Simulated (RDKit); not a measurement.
# C2H4OSi (SMILES O=C1C[SiH2]1): levels of theory compared

Aim: a comparison of 3 runs (MMFF94, UFF, extended Hückel) of C2H4OSi. 

Program for the calculation: RDKit 2026.09.1.

1 further run of the same task is left out (set aside as unsound or not needed).

## Step 1: The structure to begin with

C2H4OSi has 8 atoms, charge 0, and is taken as a singlet. SMILES: `O=C1C[SiH2]1`. The coordinates come from a GFN2-xTB relaxation.

Bond lengths: O1–C2 1.196 Å, C2–C3 1.495 Å, C2–Si4 1.884 Å, C3–Si4 1.913 Å, C3–H5 1.083 Å, C3–H6 1.084 Å, Si4–H7 1.449 Å, Si4–H8 1.448 Å. Some angles: O1–C2–C3 139.0°, O1–C2–Si4 152.8°, C3–C2–Si4 67.8°, C2–C3–Si4 65.8°, C2–Si4–C3 46.4°, C2–C3–H5 115.7°, C2–C3–H6 114.6°, Si4–C3–H5 124.0°, Si4–C3–H6 119.0°, C2–Si4–H7 119.3°.

## Step 2: A single-point energy at MMFF94 (run 1)

Contents of mol.xyz:

```xyz
8

O     -0.429110     0.568530     2.135690
C     -0.249300     0.255310     0.995680
C      0.563930     0.691600    -0.180010
Si    -0.441610    -0.909190    -0.472930
H      1.635830     0.714380    -0.026770
H      0.231130     1.613620    -0.642160
H     -1.591050    -0.769570    -1.343580
H      0.280190    -2.164670    -0.465910
```

Contents of job.py:

```python
import json
import numpy as np
from rdkit import Chem
from rdkit.Chem import AllChem
from rdkit.Chem import rdDetermineBonds

m = Chem.MolFromXYZFile("mol.xyz")
rdDetermineBonds.DetermineBonds(m, charge=0)
print("perceived SMILES:", Chem.MolToSmiles(Chem.RemoveHs(m)))
symbols = [a.GetSymbol() for a in m.GetAtoms()]
start = m.GetConformer().GetPositions().copy()

props = AllChem.MMFFGetMoleculeProperties(m, mmffVariant="MMFF94")
ff = AllChem.MMFFGetMoleculeForceField(m, props)
e = ff.CalcEnergy()
g = np.array(ff.CalcGrad()).reshape(-1, 3)
print(f"MMFF94 energy {e:.5f} kcal/mol, gradient norm {np.linalg.norm(g):.4f} kcal/mol/angstrom")
print("atom  type  charge   gradient")
for i, a in enumerate(symbols):
    print(f"{a:<2}{i + 1:<3} {props.GetMMFFAtomType(i):4d} {props.GetMMFFPartialCharge(i):8.4f}  " + " ".join(f"{c:9.4f}" for c in g[i]))
names = ["Bond", "Angle", "StretchBend", "Oop", "Torsion", "VdW", "Ele"]
terms = []
for name in names:
    for other in names:
        getattr(props, f"SetMMFF{other}Term")(other == name)
    terms.append(AllChem.MMFFGetMoleculeForceField(m, props).CalcEnergy())
    print(f"{name:<12} {terms[-1]:11.5f} kcal/mol")
json.dump(dict(symbols=symbols, start=start.tolist(), energy=e, gradient=g.tolist(), charges_other=[props.GetMMFFPartialCharge(i) for i in range(len(symbols))], atom_types=[str(props.GetMMFFAtomType(i)) for i in range(len(symbols))], energy_term_names=names, energy_terms=terms), open("results.json", "w"))
```

Launch:

```bash
$ python job.py
```

Log:

```text
perceived SMILES: O=C1C[SiH2]1
MMFF94 energy 33.47035 kcal/mol, gradient norm 158.7836 kcal/mol/angstrom
atom  type  charge   gradient
O 1      7  -0.5700     6.8492    2.1221  -14.2040
C 2      3   0.3810   -29.2512   29.2113  115.4513
C 3     22  -0.3890    23.6215   -1.1133  -38.6386
Si4     19   0.7780    -7.5592  -49.6738  -68.6393
H 5      5   0.1000    -0.1823   12.1430   -1.6106
H 6      5   0.1000     6.3676    2.7151    2.0493
H 7      5  -0.2000    11.0616   -5.3349    7.6313
H 8      5  -0.2000   -10.9072    9.9305   -2.0394
Bond             1.93384 kcal/mol
Angle           28.79435 kcal/mol
StretchBend      1.28178 kcal/mol
Oop              0.21651 kcal/mol
Torsion          1.87468 kcal/mol
VdW             -0.13705 kcal/mol
Ele             -0.49377 kcal/mol
```

It took 0.22 s on 1 thread of Intel Xeon Platinum 8259CL at 2.50GHz (Skylake/Cascade Lake), shared host.

## Step 3: A single-point energy at UFF (run 2)

Contents of mol.sdf:

```

     RDKit          3D

  8  8  0  0  0  0  0  0  0  0999 V2000
   -0.4291    0.5685    2.1357 O   0  0  0  0  0  0  0  0  0  0  0  0
   -0.2493    0.2553    0.9957 C   0  0  0  0  0  0  0  0  0  0  0  0
    0.5639    0.6916   -0.1800 C   0  0  0  0  0  0  0  0  0  0  0  0
   -0.4416   -0.9092   -0.4729 Si  0  0  0  0  0  4  0  0  0  0  0  0
    1.6358    0.7144   -0.0268 H   0  0  0  0  0  0  0  0  0  0  0  0
    0.2311    1.6136   -0.6422 H   0  0  0  0  0  0  0  0  0  0  0  0
   -1.5910   -0.7696   -1.3436 H   0  0  0  0  0  0  0  0  0  0  0  0
    0.2802   -2.1647   -0.4659 H   0  0  0  0  0  0  0  0  0  0  0  0
  2  1  2  0
  3  2  1  0
  4  3  1  0
  4  2  1  0
  5  3  1  0
  6  3  1  0
  7  4  1  0
  8  4  1  0
M  END
$$$$
```

Contents of job.py:

```python
import json
import numpy as np
from rdkit import Chem
from rdkit.Chem import AllChem

molecule = Chem.MolFromMolFile("mol.sdf", removeHs=False)
symbols = [a.GetSymbol() for a in molecule.GetAtoms()]
start = molecule.GetConformer().GetPositions().copy()

ff = AllChem.UFFGetMoleculeForceField(molecule)
e = ff.CalcEnergy()
g = np.array(ff.CalcGrad()).reshape(-1, 3)
print(f"UFF energy {e:.5f} kcal/mol, gradient norm {np.linalg.norm(g):.4f} kcal/mol/angstrom")
json.dump(dict(symbols=symbols, start=start.tolist(), energy=e, gradient=g.tolist()), open("results.json", "w"))
```

Launch:

```bash
$ python job.py
```

Log:

```text
UFF energy 152.78083 kcal/mol, gradient norm 355.3333 kcal/mol/angstrom
```

Wall time 0.22 s (1 thread of Intel Xeon Platinum 8259CL at 2.50GHz (Skylake/Cascade Lake), shared host).

## Step 4: The charge distribution at extended Hückel (run 3)

mol.xyz is that of step 2.

Contents of job.py:

```python
# eht eht with RDKit
import json
import numpy as np
from rdkit import Chem
from rdkit.Chem import AllChem
from rdkit.Chem import rdDetermineBonds
from rdkit.Chem import rdEHTTools

m = Chem.MolFromXYZFile("mol.xyz")
symbols = [a.GetSymbol() for a in m.GetAtoms()]
start = m.GetConformer().GetPositions().copy()

ok, res = rdEHTTools.RunMol(m, keepOverlapAndHamiltonianMatrices=True)
if not ok:
    raise RuntimeError("the extended Hueckel run failed")
eps = np.array(res.GetOrbitalEnergies())
nel = res.numElectrons
homo = (nel + 1) // 2 - 1
print(f"{res.numOrbitals} orbitals, {nel} valence electrons, sum of one-electron energies {res.totalEnergy:.4f} eV")
for i in range(max(0, homo - 8), min(len(eps), homo + 4)):
    print(f"{i + 1:4d} {eps[i]:10.4f} eV", "(HOMO)" if i == homo else "(LUMO)" if i == homo + 1 else "")
q = np.array(res.GetAtomicCharges())
print("Mulliken charges:", " ".join(f"{a}{i + 1}={c:+.3f}" for i, (a, c) in enumerate(zip(symbols, q))))
op = res.GetReducedOverlapPopulationMatrix()
pairs = [(k, i, op[i * (i + 1) // 2 + k]) for i in range(len(symbols)) for k in range(i) if abs(op[i * (i + 1) // 2 + k]) > 0.1]
print("reduced overlap populations above 0.1")
for k, i, p in pairs:
    print(f"  {symbols[k]}{k + 1}-{symbols[i]}{i + 1} {p:7.3f}")
json.dump(dict(symbols=symbols, start=start.tolist(), energy=res.totalEnergy * 23.060548, homo=eps[homo], lumo=eps[homo + 1] if homo + 1 < len(eps) else None, orbital_energies=eps.round(4).tolist(), charges_mulliken=q.tolist(), bond_orders=[[k + 1, i + 1, round(p, 4)] for k, i, p in pairs], nel=nel), open("results.json", "w"))
```

Launch:

```bash
$ python job.py
```

Log:

```text
20 orbitals, 22 valence electrons, sum of one-electron energies -399.8691 eV
   3   -19.7651 eV
   4   -18.1541 eV
   5   -16.0063 eV
   6   -15.5331 eV
   7   -15.2737 eV
   8   -15.0534 eV
   9   -14.9612 eV
  10   -12.7755 eV
  11   -11.5598 eV (HOMO)
  12    -9.3264 eV (LUMO)
  13    -3.5801 eV
  14     5.5034 eV
Mulliken charges: O1=-0.986 C2=+0.692 C3=-0.397 Si4=+0.921 H5=+0.053 H6=+0.061 H7=-0.173 H8=-0.171
reduced overlap populations above 0.1
  O1-C2   0.950
  C2-C3   0.772
  C2-Si4   0.621
  C3-Si4   0.485
  C3-H5   0.781
  C3-H6   0.777
  Si4-H7   0.755
  Si4-H8   0.754
```

Run time: 0.24 s. Hardware: 1 thread of Intel Xeon Platinum 8259CL at 2.50GHz (Skylake/Cascade Lake), shared host.

Atomic charges (e):

```tsv
atom	Mulliken
O1	-0.986
C2	+0.692
C3	-0.397
Si4	+0.921
H5	+0.053
H6	+0.061
H7	-0.173
H8	-0.171
```

## Step 5: The series

```tsv
run	level	task	energy (Eh)	largest force (eV/Å)	wall time
1	MMFF94	energy	0.053338	5.318	0.22 s
2	UFF	energy	0.243472	10.476	0.22 s
3	extended Hückel	properties	-14.694918	–	0.24 s
```

## Step 6: Results

| quantity | value |
| --- | --- |
| run 3: sum of orbital energies | -14.69492 Eh |
| run 3: HOMO energy | -11.56 eV |
| run 3: LUMO energy | -9.33 eV |
| run 3: HOMO–LUMO gap | 2.23 eV |

What this shows: Force-field and semi-empirical energies have zeros of their own, so their totals don't compare. All runs together took 0.68 s, the longest 0.24 s.
